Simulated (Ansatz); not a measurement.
Mg6VBi:

```
CELL_PARAMETERS angstrom
5.11215 0.00000 0.00000
0.00000 3.22632 5.44597
0.00000 -3.22632 5.44597
ATOMIC_POSITIONS crystal
Bi 0.50000 0.67182 0.67182
V 0.00000 0.83570 0.83570
Mg 0.50000 0.16778 0.16778
Mg 0.50000 0.66924 0.16029
Mg 0.50000 0.16029 0.66924
Mg 0.00000 0.33503 0.33503
Mg 0.00000 0.83868 0.32146
Mg 0.00000 0.32146 0.83868
```

The cell comes from a database or a generator and needn't be the stable form of this composition.

```yaml
Program: Ansatz 0.2.0
Task: single point
Functional: PBE
Potentials_or_basis: Ansatz PAW
Cutoff: "420 eV (not typed: the program's choice for these potentials)"
k_mesh: 5 × 5 × 5
Occupations: fermi-dirac, width 0.05 eV
Spin: collinear spin, ferromagnetic start
Starting_moments: "[0.0, 2.0, 0.0, 0.0, 0.0, 0.0, 0.0, 0.0] μB"
```

On this cell: pressure -0.1 GPa; largest force 0.076 eV/Å; net moment 3.19 μB per cell; site moments Bi -0.03; V +2.77; Mg -0.00, +0.01, -0.01, +0.00 μB; band gap on the k mesh none (metal or under the smearing width).

The same run follows on a disturbed copy (atoms moved at random, drawn with an rms of 0.05 Å):

```
Bi V Mg
1.0
     5.11215    0.00000    0.00000
     0.00000    3.22632    5.44597
     0.00000   -3.22632    5.44597
Bi V Mg
1 1 6
Direct
  0.50089 0.66751 0.67914
  0.99376 0.83403 0.83644
  0.50590 0.17310 0.17694
  0.50337 0.67279 0.15484
  0.50288 0.15443 0.67127
  0.99718 0.33831 0.33027
  0.00695 0.84606 0.31794
  0.99751 0.32036 0.84496
```

Problem. What changes?

Solution. The energy (extrapolated to zero smearing) moves by +3.5 meV/atom; pressure 0.0 GPa; largest force 0.252 eV/Å; net moment 3.16 μB per cell; site moments Bi -0.03; V +2.74; Mg -0.00, +0.00, +0.01, -0.01 μB; band gap on the k mesh none (metal or under the smearing width).

Forces on the atoms (eV/Å):
```
Bi  -0.050  0.131 -0.209
V    0.131  0.029  0.061
Mg  -0.083 -0.020 -0.198
Mg  -0.054 -0.067  0.210
Mg  -0.097  0.033  0.170
Mg   0.113 -0.070  0.209
Mg  -0.047 -0.067 -0.085
Mg   0.087  0.031 -0.158
```

Stress tensor (GPa, compression positive):
```
-0.40  0.03  0.00
 0.03  0.16 -0.01
 0.00 -0.01  0.23
```

Caveats: spin-orbit coupling is left out, which moves the levels of the heavy elements.
